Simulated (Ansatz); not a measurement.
**BF3: molecular dynamics**

The plan is to follow the molecule's vibrations and see whether its bonds hold. The start is relaxed first. Runs: 150 steps of 1 fs under a Nosé-Hoover thermostat, set from 300 K to 600 K by a schedule; 150 steps of 1 fs at constant energy, with velocities drawn for 1000 K. SMILES of the start: FB(F)F.

Method: RKS PBE0/6-31G*, in Ansatz 0.2.0.

## 1. The starting structure

Bond lengths: B1–F2 1.320 Å, B1–F3 1.320 Å, B1–F4 1.320 Å. Angles: F2–B1–F3 120.0°, F2–B1–F4 120.0°, F3–B1–F4 120.0°.

As a file:

```xyz
4

B     0.0000    0.0000    0.0000
F     0.0000    0.0000    1.3200
F     1.1431    0.0000   -0.6600
F    -1.1431    0.0000   -0.6600
```

## 2. Preparing the start

input.yaml

```yaml
crystal:
  periodic: [false, false, false]
  atoms:
    - { symbol: B, position_ang: [0.0, 0.0, 0.0] }
    - { symbol: F, position_ang: [0.0, 0.0, 1.32] }
    - { symbol: F, position_ang: [1.1431, 0.0, -0.66] }
    - { symbol: F, position_ang: [-1.1431, 0.0, -0.66] }
basis:
  gaussian: { orbitals: "6-31G*" }
hamiltonian:
  xc: pbe0
relax:
  f_tol: 0.02
  max_steps: 40
```

Command:

```
$ ansatz run input.yaml --threads 1 --pin off --max-ram 2048MiB --backend cpu --events-out ev --progress --plain --runs-dir out
```

Standard output (excerpt; [...] marks lines left out):

```text
Warning: RAYON_NUM_THREADS=1 ignored (pool sized by the plan → 1); use --threads N
[...]
Functional definition: PBE0
[...]
530 factors; their error is unknown
[...]
mean field -8822.90832985 eV, -324.2359007398 hartree, gradient 2.5e-5 eV, S^2 0.000000; 0 other end points of the search recorded, 0 dependent functions left out
[...]
reference -8822.90834098 eV, -324.2359011489 hartree; 16, 16 occupied and 44, 44 virtual orbitals, 530 factors
relax step   1: F+E_penalty+E_count = -8822.90832985 eV  Δ(F+E_penalty+E_count) = +0.000e0 eV  max|allowed force component| = 3.240e-1 eV/Å  Δτ_max = 0.0000 Å  (22 SCF iters, accepted)
[...]
relax step   2: F+E_penalty+E_count = -8822.91083286 eV  Δ(F+E_penalty+E_count) = -2.503e-3 eV  max|allowed force component| = 1.120e-1 eV/Å  Δτ_max = 0.0039 Å  (26 SCF iters, accepted)
[...]
relax step   3: F+E_penalty+E_count = -8822.91116602 eV  Δ(F+E_penalty+E_count) = -3.332e-4 eV  max|allowed force component| = 1.256e-3 eV/Å  Δτ_max = 0.0020 Å  (26 SCF iters, accepted)
530 factors; their error is unknown
[...]
mean field -8822.91116602 eV, -324.2360049674 hartree, gradient 2.6e-5 eV, S^2 0.000000; 1 other end points of the search recorded, 0 dependent functions left out
[...]
reference -8822.91117717 eV, -324.2360053771 hartree; 16, 16 occupied and 44, 44 virtual orbitals, 530 factors
Total energy: -8822.91117717 eV, -324.2360053771 hartree
Atom 0 at    -0.000000     0.000000     0.000002 Å, force    -0.000000     0.000000    -0.000066 eV/Å
Atom 1 at     0.000000    -0.000000     1.314120 Å, force     0.000000    -0.000000     0.001256 eV/Å
Atom 2 at     1.138057    -0.000000    -0.657061 Å, force     0.001105    -0.000000    -0.000595 eV/Å
Atom 3 at    -1.138057    -0.000000    -0.657061 Å, force    -0.001105     0.000000    -0.000595 eV/Å
Dipole moment:     0.000000    -0.000000     0.000002 e Å
```

It took 2.2 s on 1 thread of AMD EPYC 9R45 (Zen 5), shared host; peak memory 0.12 GiB.

The steps of the relaxation:

```tsv
step	energy from step 1 (eV)	largest force component (eV/Å)
1	0.0000	0.3240
2	-0.0025	0.1120
3	-0.0028	0.0013
```

Step 1 is the start.

After: Bond lengths: B1–F2 1.314 Å, B1–F3 1.314 Å, B1–F4 1.314 Å. Angles: F2–B1–F3 120.0°, F2–B1–F4 120.0°, F3–B1–F4 120.0°.

## 3. Run 1

150 steps of 1 fs under a Nosé-Hoover thermostat, set from 300 K to 600 K by a schedule, from the relaxed start.

input.yaml

```yaml
crystal:
  periodic: [false, false, false]
  atoms:
    - { symbol: B, position_ang: [0.0, 0.0, 2.0e-06] }
    - { symbol: F, position_ang: [0.0, 0.0, 1.31412] }
    - { symbol: F, position_ang: [1.138057, 0.0, -0.657061] }
    - { symbol: F, position_ang: [-1.138057, 0.0, -0.657061] }
basis:
  gaussian: { orbitals: "6-31G*" }
hamiltonian:
  xc: pbe0
md:
  timestep: 1.0
  n_steps: 150
  ensemble: nvt_nose_hoover
  temperature: 300.0
  initial_velocities: maxwell_boltzmann
  seed: 840737
  temperature_schedule:
    - { n_steps: 37, end_temperature: 300.0 }
    - { n_steps: 113, end_temperature: 600.0 }
```

Command:

```
$ ansatz run input.yaml --threads 1 --pin off --max-ram 2048MiB --backend cpu --events-out ev --progress --plain --runs-dir out
```

Standard output (excerpt; [...] marks lines left out):

```text
Warning: RAYON_NUM_THREADS=1 ignored (pool sized by the plan → 1); use --threads N
[...]
[... 1 set-up line as earlier in the session ...]
[...]
530 factors; their error is unknown
[...]
mean field -8822.91116602 eV, -324.2360049674 hartree, gradient 2.7e-5 eV, S^2 0.000000; 0 other end points of the search recorded, 0 dependent functions left out
[...]
reference -8822.91117717 eV, -324.2360053771 hartree; 16, 16 occupied and 44, 44 virtual orbitals, 530 factors
md step     0: t =     0.00 fs  T =   300.0 K (target 300.0 K)  F+E_penalty+E_count = -8822.91116602 eV  E_kin = 0.077556 eV  conserved = -8822.83361002 eV  (22 SCF iters)
[...]
md step    19: t =    19.00 fs  T =   233.1 K (target 300.0 K)  F+E_penalty+E_count = -8822.89320609 eV  E_kin = 0.060266 eV  conserved = -8822.83351114 eV  (27 SCF iters)
[...]
md step    38: t =    38.00 fs  T =   277.4 K (target 301.3 K)  F+E_penalty+E_count = -8822.90213749 eV  E_kin = 0.071723 eV  conserved = -8822.83350272 eV  (25 SCF iters)
[...]
md step    57: t =    57.00 fs  T =   267.0 K (target 351.8 K)  F+E_penalty+E_count = -8822.89588315 eV  E_kin = 0.069023 eV  conserved = -8822.83359357 eV  (26 SCF iters)
[...]
md step    74: t =    74.00 fs  T =   320.9 K (target 396.9 K)  F+E_penalty+E_count = -8822.90376823 eV  E_kin = 0.082946 eV  conserved = -8822.83353696 eV  (27 SCF iters)
md step    75: t =    75.00 fs  T =   323.5 K (target 399.6 K)  F+E_penalty+E_count = -8822.90372836 eV  E_kin = 0.083636 eV  conserved = -8822.83355458 eV  (26 SCF iters)
```

## 4. The log goes on: dynamics from the start

The log, continued (excerpt; [...] marks lines left out):

```text
md step    76: t =    76.00 fs  T =   311.0 K (target 402.2 K)  F+E_penalty+E_count = -8822.89973525 eV  E_kin = 0.080401 eV  conserved = -8822.83354082 eV  (26 SCF iters)
[...]
md step    94: t =    94.00 fs  T =   316.6 K (target 450.0 K)  F+E_penalty+E_count = -8822.89321999 eV  E_kin = 0.081835 eV  conserved = -8822.83350533 eV  (26 SCF iters)
[...]
md step   112: t =   112.00 fs  T =   402.9 K (target 497.8 K)  F+E_penalty+E_count = -8822.90042970 eV  E_kin = 0.104148 eV  conserved = -8822.83356109 eV  (26 SCF iters)
[...]
md step   130: t =   130.00 fs  T =   400.8 K (target 545.6 K)  F+E_penalty+E_count = -8822.88485479 eV  E_kin = 0.103625 eV  conserved = -8822.83341677 eV  (26 SCF iters)
[...]
md step   148: t =   148.00 fs  T =   523.8 K (target 593.4 K)  F+E_penalty+E_count = -8822.89127310 eV  E_kin = 0.135407 eV  conserved = -8822.83346568 eV  (25 SCF iters)
[...]
md step   149: t =   149.00 fs  T =   524.5 K (target 596.0 K)  F+E_penalty+E_count = -8822.88914912 eV  E_kin = 0.135594 eV  conserved = -8822.83343917 eV  (25 SCF iters)
[...]
md step   150: t =   150.00 fs  T =   501.8 K (target 598.7 K)  F+E_penalty+E_count = -8822.88100075 eV  E_kin = 0.129716 eV  conserved = -8822.83338242 eV  (23 SCF iters)
Total energy: -8822.88101184 eV, -324.2348968218 hartree
Atom 0 at    -0.009188     0.011130     0.005951 Å, force    -0.592613    -0.218322    -0.045998 eV/Å
Atom 1 at     0.028735    -0.002165     1.329071 Å, force    -0.417253     0.073238    -0.524139 eV/Å
Atom 2 at     1.125892    -0.001834    -0.642688 Å, force     0.267338     0.068006    -0.251450 eV/Å
Atom 3 at    -1.149399    -0.002334    -0.689770 Å, force     0.742529     0.077078     0.821586 eV/Å
Dipole moment:    -0.000346     0.012191     0.007117 e Å
```

It took 57 s on 1 thread of AMD EPYC 9R45 (Zen 5), shared host; peak memory 0.12 GiB.

## 5. The trajectory

The trajectory, every 11 steps (energies from step 0):

```tsv
time (fs)	T (K)	potential energy change (meV/atom)	conserved energy change (meV/atom)
0.0	300	0.0	0.00
11.0	40	16.9	0.11
22.0	209	6.1	0.02
33.0	200	6.9	0.04
44.0	96	14.3	0.09
55.0	244	5.1	0.02
66.0	81	16.5	0.11
77.0	284	4.8	0.03
88.0	110	16.8	0.10
99.0	190	13.8	0.09
110.0	380	3.4	0.01
121.0	33	28.7	0.18
132.0	441	4.9	0.03
143.0	244	20.9	0.15
150.0	502	7.5	0.06
```

time (fs), T (K) and a bar:
```
      0.0        300 ##################
      7.0         77 ####
     13.0         81 ####
     20.0        236 ##############
     26.0         72 ####
     33.0        200 ############
     39.0        259 ###############
     46.0         46 ##
     52.0        136 ########
     59.0        229 #############
     65.0         70 ####
     72.0        278 ################
     78.0        244 ##############
     85.0         11 
     91.0        255 ###############
     98.0        227 #############
    104.0        101 ######
    111.0        402 ########################
    117.0        174 ##########
    124.0         85 #####
    130.0        401 ########################
    137.0        221 #############
    143.0        244 ##############
    150.0        502 ##############################
```

Maxima of the velocity power spectrum (cm⁻¹, relative height; resolution about 440 cm⁻¹): 500 (25), 890 (100).

## 6. Positions and forces

Extended XYZ, with forces in eV/Å:

```xyz
4
time_fs=19.0 T=233 dE=0.0180
B    -0.008    0.007    0.005   -0.547   -0.128   -0.018
F     0.024   -0.001    1.321   -0.355    0.043   -0.154
F     1.123   -0.001   -0.642    0.521    0.040   -0.382
F    -1.143   -0.001   -0.682    0.381    0.045    0.554
4
time_fs=38.0 T=277 dE=0.0090
B     0.013   -0.013   -0.002   -0.845    0.256    0.065
F    -0.007    0.003    1.317    0.156   -0.085   -0.211
F     1.143    0.002   -0.662    0.154   -0.081   -0.035
F    -1.143    0.003   -0.654    0.534   -0.089    0.181
4
time_fs=56.0 T=263 dE=0.0158
B     0.013    0.013   -0.004   -0.011   -0.245   -0.030
F    -0.024   -0.002    1.310    0.383    0.081    0.029
F     1.154   -0.003   -0.672   -0.403    0.084    0.330
F    -1.138   -0.002   -0.635    0.031    0.080   -0.329
4
time_fs=75.0 T=324 dE=0.0074
B    -0.015   -0.005    0.004    0.706    0.090   -0.119
F     0.012    0.001    1.320   -0.228   -0.030   -0.156
F     1.136    0.001   -0.653   -0.357   -0.031    0.145
F    -1.140    0.001   -0.669   -0.122   -0.029    0.130
4
time_fs=94.0 T=317 dE=0.0179
B    -0.024   -0.003    0.005    0.976    0.051   -0.053
F     0.024    0.001    1.318   -0.421   -0.017   -0.003
F     1.126    0.000   -0.644   -0.128   -0.018   -0.051
F    -1.136    0.001   -0.677   -0.427   -0.016    0.107
4
time_fs=112.0 T=403 dE=0.0107
B     0.009    0.015   -0.004    0.101   -0.286    0.124
F    -0.018   -0.003    1.312    0.279    0.096   -0.113
F     1.151   -0.003   -0.669   -0.350    0.097    0.264
F    -1.138   -0.003   -0.641   -0.029    0.093   -0.275
4
time_fs=131.0 T=430 dE=0.0205
B     0.023   -0.018   -0.005   -0.890    0.336    0.154
F    -0.024    0.003    1.309    0.425   -0.113    0.010
F     1.149    0.003   -0.670    0.151   -0.108    0.031
F    -1.138    0.003   -0.636    0.313   -0.116   -0.196
4
time_fs=150.0 T=502 dE=0.0302
B    -0.009    0.011    0.006   -0.593   -0.218   -0.046
F     0.029   -0.002    1.329   -0.417    0.073   -0.524
F     1.126   -0.002   -0.643    0.267    0.068   -0.251
F    -1.149   -0.002   -0.690    0.743    0.077    0.822
```

On run 1: The set-point goes from 300 to 600 K in 150 fs, and the last tenth of the run averages 312 K. Such a rate, of order 10^15 K/s, is far beyond any furnace or quench, and the atoms lag the set-point. The conserved energy strays from its start by at most 0.24 meV/atom, 1.9 % of the mean kinetic energy, which is good for a step of 1 fs. The bonds all hold.

## 7. Run 2

150 steps of 1 fs at constant energy, with velocities drawn for 1000 K, starting from the last frame of an earlier run, with new velocities.

input.yaml

```yaml
crystal:
  periodic: [false, false, false]
  atoms:
    - { symbol: B, position_ang: [-0.009188, 0.01113, 0.005951] }
    - { symbol: F, position_ang: [0.028735, -0.002165, 1.329071] }
    - { symbol: F, position_ang: [1.125892, -0.001834, -0.642688] }
    - { symbol: F, position_ang: [-1.149399, -0.002334, -0.68977] }
basis:
  gaussian: { orbitals: "6-31G*" }
hamiltonian:
  xc: pbe0
md:
  timestep: 1.0
  n_steps: 150
  ensemble: nve
  temperature: 1000.0
  initial_velocities: maxwell_boltzmann
  seed: 697227
```

Command:

```
$ ansatz run input.yaml --threads 1 --pin off --max-ram 2048MiB --backend cpu --events-out ev --progress --plain --runs-dir out
```

Standard output (excerpt; [...] marks lines left out):

```text
Warning: RAYON_NUM_THREADS=1 ignored (pool sized by the plan → 1); use --threads N
[...]
[... 1 set-up line as earlier in the session ...]
[...]
530 factors; their error is unknown
[...]
mean field -8822.88100152 eV, -324.2348964424 hartree, gradient 3.8e-5 eV, S^2 0.000000; 0 other end points of the search recorded, 0 dependent functions left out
[...]
reference -8822.88101263 eV, -324.2348968507 hartree; 16, 16 occupied and 44, 44 virtual orbitals, 530 factors
md step     0: t =     0.00 fs  T =  1000.0 K  F+E_penalty+E_count = -8822.88100152 eV  E_kin = 0.258520 eV  conserved = -8822.62248152 eV  (22 SCF iters)
[...]
md step    19: t =    19.00 fs  T =   685.1 K  F+E_penalty+E_count = -8822.79918057 eV  E_kin = 0.177121 eV  conserved = -8822.62205963 eV  (26 SCF iters)
[...]
md step    38: t =    38.00 fs  T =   383.9 K  F+E_penalty+E_count = -8822.71903983 eV  E_kin = 0.099240 eV  conserved = -8822.61979986 eV  (26 SCF iters)
[...]
md step    57: t =    57.00 fs  T =   642.3 K  F+E_penalty+E_count = -8822.78730432 eV  E_kin = 0.166051 eV  conserved = -8822.62125335 eV  (25 SCF iters)
[...]
md step    74: t =    74.00 fs  T =   520.4 K  F+E_penalty+E_count = -8822.75542188 eV  E_kin = 0.134534 eV  conserved = -8822.62088838 eV  (26 SCF iters)
md step    75: t =    75.00 fs  T =   642.3 K  F+E_penalty+E_count = -8822.78759312 eV  E_kin = 0.166046 eV  conserved = -8822.62154740 eV  (26 SCF iters)
```

## 8. The output, continued: dynamics from the last frame of an earlier run

The log, continued (excerpt; [...] marks lines left out):

```text
md step    76: t =    76.00 fs  T =   734.5 K  F+E_penalty+E_count = -8822.81196579 eV  E_kin = 0.189880 eV  conserved = -8822.62208626 eV  (26 SCF iters)
[...]
md step    94: t =    94.00 fs  T =   474.2 K  F+E_penalty+E_count = -8822.74266316 eV  E_kin = 0.122587 eV  conserved = -8822.62007622 eV  (27 SCF iters)
[...]
md step   112: t =   112.00 fs  T =   600.2 K  F+E_penalty+E_count = -8822.77681007 eV  E_kin = 0.155151 eV  conserved = -8822.62165876 eV  (25 SCF iters)
[...]
md step   130: t =   130.00 fs  T =   881.8 K  F+E_penalty+E_count = -8822.85013127 eV  E_kin = 0.227965 eV  conserved = -8822.62216597 eV  (25 SCF iters)
[...]
md step   148: t =   148.00 fs  T =   212.3 K  F+E_penalty+E_count = -8822.67503070 eV  E_kin = 0.054872 eV  conserved = -8822.62015838 eV  (27 SCF iters)
[...]
md step   149: t =   149.00 fs  T =   195.1 K  F+E_penalty+E_count = -8822.67043998 eV  E_kin = 0.050433 eV  conserved = -8822.62000666 eV  (26 SCF iters)
[...]
md step   150: t =   150.00 fs  T =   235.8 K  F+E_penalty+E_count = -8822.68107612 eV  E_kin = 0.060957 eV  conserved = -8822.62011907 eV  (24 SCF iters)
Total energy: -8822.68108726 eV, -324.2275497288 hartree
Atom 0 at    -0.086045     0.011265     0.005823 Å, force     3.852861    -0.223584     0.553677 eV/Å
Atom 1 at     0.076411    -0.002162     1.339537 Å, force    -1.442850     0.078359    -1.151938 eV/Å
Atom 2 at     1.125381    -0.002083    -0.619421 Å, force    -1.566509     0.085068     0.217532 eV/Å
Atom 3 at    -1.152833    -0.002164    -0.723430 Å, force    -0.843502     0.060157     0.380729 eV/Å
Dipole moment:    -0.150533     0.012329    -0.000607 e Å
```

Run time: 57 s. Hardware: 1 thread of AMD EPYC 9R45 (Zen 5), shared host; peak memory 0.12 GiB.

## 9. Frames and traces

The trajectory, every 6 steps (energies from step 0):

```tsv
time (fs)	T (K)	potential energy change (meV/atom)	total energy change (meV/atom)
0.0	1000	0.0	0.00
6.0	291	46.5	0.64
12.0	398	39.1	0.22
18.0	504	32.4	0.29
24.0	584	27.3	0.42
30.0	737	17.3	0.29
36.0	608	25.7	0.38
42.0	675	21.1	0.09
48.0	47	62.3	0.75
54.0	770	14.8	-0.04
60.0	457	35.8	0.66
66.0	940	4.0	0.07
72.0	342	43.2	0.65
78.0	717	18.3	0.03
84.0	135	56.6	0.67
90.0	553	29.1	0.24
96.0	811	12.4	0.21
102.0	668	21.9	0.43
108.0	592	26.6	0.29
114.0	357	42.0	0.46
120.0	518	31.3	0.17
126.0	258	48.7	0.74
132.0	1075	-4.8	-0.01
138.0	580	27.7	0.55
144.0	565	28.4	0.26
150.0	236	50.0	0.59
```

time (fs), T (K) and a bar:
```
      0.0       1000 ############################
      7.0        362 #####
     13.0        256 #
     20.0        811 ######################
     26.0        402 #######
     33.0        940 ##########################
     39.0        377 ######
     46.0        383 ######
     52.0        462 #########
     59.0        457 #########
     65.0        963 ###########################
     72.0        342 ####
     78.0        717 ##################
     85.0        278 ##
     91.0        446 ########
     98.0       1045 ##############################
    104.0        420 #######
    111.0        679 #################
    117.0        219 
    124.0        397 ######
    130.0        882 ########################
    137.0        614 ##############
    143.0        624 ###############
    150.0        236 #
```

Maxima of the velocity power spectrum (cm⁻¹, relative height; resolution about 440 cm⁻¹): 500 (76), 830 (26), 1500 (100).

## 10. Snapshots as a file

Extended XYZ, with forces in eV/Å:

```xyz
4
time_fs=19.0 T=685 dE=0.0818
B    -0.061   -0.005    0.009    2.406    0.089   -0.038
F     0.062    0.001    1.322   -1.098   -0.030   -0.121
F     1.117    0.001   -0.620   -0.579   -0.033   -0.163
F    -1.144    0.001   -0.707   -0.729   -0.026    0.323
4
time_fs=38.0 T=384 dE=0.1620
B    -0.023   -0.002   -0.004    4.263    0.035    0.534
F    -0.043    0.001    1.315    0.460   -0.013   -0.184
F     1.177    0.000   -0.697   -2.284   -0.015    1.433
F    -1.121    0.001   -0.616   -2.439   -0.007   -1.783
4
time_fs=56.0 T=748 dE=0.0655
B     0.008    0.011    0.002    1.883   -0.194   -0.401
F    -0.051   -0.002    1.303    0.715    0.062    0.722
F     1.163   -0.003   -0.695   -1.181    0.077    1.008
F    -1.118   -0.002   -0.609   -1.417    0.055   -1.329
4
time_fs=75.0 T=642 dE=0.0934
B    -0.005   -0.012    0.016   -2.022    0.227   -0.598
F     0.053    0.002    1.333   -0.699   -0.073   -0.298
F     1.114    0.002   -0.625    0.997   -0.064   -0.776
F    -1.164    0.003   -0.717    1.724   -0.089    1.672
4
time_fs=94.0 T=474 dE=0.1383
B     0.021    0.008    0.010   -4.117   -0.137   -0.038
F     0.037   -0.001    1.312   -0.393    0.047    0.618
F     1.103   -0.002   -0.623    2.968    0.029   -1.847
F    -1.152   -0.001   -0.695    1.542    0.061    1.266
4
time_fs=112.0 T=600 dE=0.1042
B     0.059    0.000   -0.002   -2.046    0.000   -0.139
F    -0.065    0.000    1.320    1.142    0.000   -0.565
F     1.177    0.000   -0.706   -0.528    0.000    0.769
F    -1.146    0.000   -0.613    1.432    0.000   -0.065
4
time_fs=131.0 T=1022 dE=-0.0059
B     0.008   -0.009   -0.002    0.621    0.159    0.167
F    -0.025    0.002    1.306    0.363   -0.054    0.425
F     1.141    0.002   -0.672   -0.008   -0.056    0.195
F    -1.120    0.001   -0.633   -0.976   -0.049   -0.788
4
time_fs=150.0 T=236 dE=0.1999
B    -0.086    0.011    0.006    3.853   -0.224    0.554
F     0.076   -0.002    1.339   -1.443    0.078   -1.152
F     1.125   -0.002   -0.619   -1.567    0.085    0.217
F    -1.153   -0.002   -0.723   -0.844    0.060    0.381
```

On run 2: The temperature starts at 1000 K and averages 548 K in the second half, where it ranges from 73 to 1075 K. The total energy strays from its start by at most 0.81 meV/atom, 2.3 % of the mean kinetic energy, fair for a step of 1 fs. The bonding pattern survives the run.

## 11. Summary of results

| quantity | value |
| --- | --- |
| relaxation of the start | 2 moves, 0.003 eV lower |
| run 1: length | 150 steps of 1 fs |
| run 1: temperature, first and last step | 300 and 502 K |
| run 1: temperature, second half | mean 235 K, from 7 to 525 K |
| run 1: potential energy, second half | +14 meV/atom from this run's first step |
| run 1: largest change of the conserved energy | 0.24 meV/atom |
| run 1: bonds formed or broken | 0 |
| run 2: length | 150 steps of 1 fs |
| run 2: temperature, first and last step | 1000 and 236 K |
| run 2: temperature, second half | mean 548 K, from 73 to 1075 K |
| run 2: potential energy, second half | +30 meV/atom from this run's first step |
| run 2: largest change of the total energy | 0.81 meV/atom |
| run 2: bonds formed or broken | 0 |

What this shows: Mean temperatures of the second halves: 235 K, 548 K. No bond formed or broke in any run. Averages from a run of 150 fs with 4 atoms are rough.
